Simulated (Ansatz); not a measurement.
# C₁₆H₁₀: one species, many methods

The task here is to estimate one member of a computed series from the others.

Method: functionals in def2-TZVPP, the program's frozen cores in correlated methods; program: Ansatz 0.2.0, Gaussian basis.

Levels to be run: LDA (SPW92), PBE-D4, revPBE-D4, BLYP-D4, r2SCAN-D4, B97M-V, PBE0-D4, B3LYP-D4, r2SCANh-D4, r2SCAN0-D4, HSE06-D4, BHLYP-D4, CAM-B3LYP-D4, LC-ωPBE, ωB97X-V, ωB97M-V, B2PLYP, PBE-QIDH; CCSD(T)/def2-SVP; CCSD(T)/def2-TZVPP; MP2/def2-QZVPP; extrapolation to the limit; RPA on PBE.

## The relaxed structure

An earlier PBE0-D4 in a triple-zeta def2 set relaxation fixed the geometry.

SMILES `c1ccc2c(c1)-c1cccc3cccc-2c13`, 26 atoms, charge 0, spin multiplicity 1.

Atoms are counted from 1 here; the program's logs count them from 0.

Bond lengths: C1–C2 1.389 Å, C1–C6 1.391 Å, C1–H17 1.084 Å, C2–C3 1.391 Å, C2–H18 1.084 Å, C3–C4 1.382 Å, C3–H19 1.084 Å, C4–C5 1.417 Å, C4–C15 1.466 Å, C5–C6 1.382 Å, C5–C7 1.466 Å, C6–H20 1.084 Å, C7–C8 1.371 Å, C7–C16 1.409 Å, C8–C9 1.414 Å, C8–H21 1.085 Å, C9–C10 1.375 Å, C9–H22 1.084 Å and more. Angles: C2–C1–C6 120.8°, C2–C1–H17 119.6°, C6–C1–H17 119.6°, C1–C2–C3 120.8°, C1–C2–H18 119.6°, C3–C2–H18 119.6°, C2–C3–C4 118.9°, C2–C3–H19 120.2°, C4–C3–H19 120.9°, C3–C4–C5 120.3°, C3–C4–C15 131.6°, C5–C4–C15 108.1°, C4–C5–C6 120.3°, C4–C5–C7 108.1°, C6–C5–C7 131.6°, C1–C6–C5 118.9°, C1–C6–H20 120.2°, C5–C6–H20 120.9° and more.

Set-up of the first run:

File in.yaml:

```yaml
crystal:
  periodic: [false, false, false]
  atoms:
    - {symbol: C, position_ang: [-3.170159, -1.853895, -0.616824]}
    - {symbol: C, position_ang: [-2.909532, -2.216715, 0.698665]}
    - {symbol: C, position_ang: [-1.783131, -1.737883, 1.359030]}
    - {symbol: C, position_ang: [-0.922596, -0.891814, 0.684857]}
    - {symbol: C, position_ang: [-1.188370, -0.521830, -0.656490]}
    - {symbol: C, position_ang: [-2.310765, -1.003352, -1.303964]}
    - {symbol: C, position_ang: [-0.115829, 0.372370, -1.103084]}
    - {symbol: C, position_ang: [0.179165, 1.040768, -2.263019]}
    - {symbol: C, position_ang: [1.348061, 1.835799, -2.308798]}
    - {symbol: C, position_ang: [2.198777, 1.963720, -1.235743]}
    - {symbol: C, position_ang: [1.919431, 1.285221, -0.025821]}
    - {symbol: C, position_ang: [2.675491, 1.300135, 1.170194]}
    - {symbol: C, position_ang: [2.253361, 0.575609, 2.260330]}
    - {symbol: C, position_ang: [1.072561, -0.202849, 2.246131]}
    - {symbol: C, position_ang: [0.320722, -0.235329, 1.100305]}
    - {symbol: C, position_ang: [0.762101, 0.510269, -0.010251]}
    - {symbol: H, position_ang: [-4.053744, -2.238304, -1.113279]}
    - {symbol: H, position_ang: [-3.592206, -2.880810, 1.216253]}
    - {symbol: H, position_ang: [-1.588134, -2.026793, 2.385957]}
    - {symbol: H, position_ang: [-2.522618, -0.725840, -2.330697]}
    - {symbol: H, position_ang: [-0.456526, 0.975467, -3.139257]}
    - {symbol: H, position_ang: [1.578734, 2.363334, -3.227487]}
    - {symbol: H, position_ang: [3.084395, 2.584845, -1.316283]}
    - {symbol: H, position_ang: [3.588278, 1.883437, 1.226592]}
    - {symbol: H, position_ang: [2.845957, 0.599320, 3.167945]}
    - {symbol: H, position_ang: [0.786556, -0.754880, 3.134738]}
basis:
  gaussian: {orbitals: def2-TZVPP}
hamiltonian: {xc: lda}
output: {orbitals: {seedname: orbitals}}
```

Launch:

```bash
$ ansatz run in.yaml --threads 11 --pin off --events-out ev --progress --plain --max-ram 174080MiB --backend cuda --devices 0, --max-vram 75GiB
```

Steps of the session up to this table: LDA; PBE-D4 (GGA); revPBE-D4 (GGA); BLYP-D4 (GGA); r2SCAN-D4 (meta-GGA); B97M-V (meta-GGA); B3LYP-D4 (hybrid); r2SCANh-D4 (hybrid); r2SCAN0-D4 (hybrid); HSE06-D4 (hybrid); BHLYP-D4 (hybrid); CAM-B3LYP-D4 (range-separated); LC-ωPBE (range-separated); ωB97X-V (range-separated); ωB97M-V (range-separated); B2PLYP (double hybrid); PBE-QIDH (double hybrid).

One table of the session follows, with a row left open; its other results are not shown here.

It belongs to the step «Frontier levels by functional». 

```
  functional  HOMO (eV)  LUMO (eV)  gap (eV)
 LDA (SPW92)      -5.70      -2.93      2.77
      PBE-D4      -5.48      -2.68      2.79
   revPBE-D4      -5.40      -2.59      2.80
     BLYP-D4      -5.27      -2.49      2.78
   r2SCAN-D4      -5.60      -2.60      3.00
      B97M-V      -5.54      -2.50      3.04
     PBE0-D4      -6.29      -1.97      4.32
    B3LYP-D4      -6.09      -2.09      4.00
  r2SCANh-D4          ?          ?         ?
  r2SCAN0-D4      -6.39      -1.94      4.45
    HSE06-D4      -5.92      -2.32      3.60
    BHLYP-D4      -6.91      -1.05      5.86
CAM-B3LYP-D4      -7.34      -1.00      6.34
     LC-ωPBE      -8.52      -0.16      8.36
     ωB97X-V      -8.20      -0.12      8.07
     ωB97M-V      -8.14      -0.17      7.97
```

Q: Estimate the row for r2SCANh-D4 from the others.

Worked estimate for «HOMO (eV)». Against the share of exact exchange, r2SCAN-D4 (0, -5.60), r2SCAN0-D4 (0.25, -6.39) give a slope of -3.16 per unit share; at 0.1 the line stands at -5.92.

**Answer.** HOMO (eV): -5.92; LUMO (eV): -2.34; gap (eV): 3.58. In «HOMO (eV)» the line misses by 0.00.
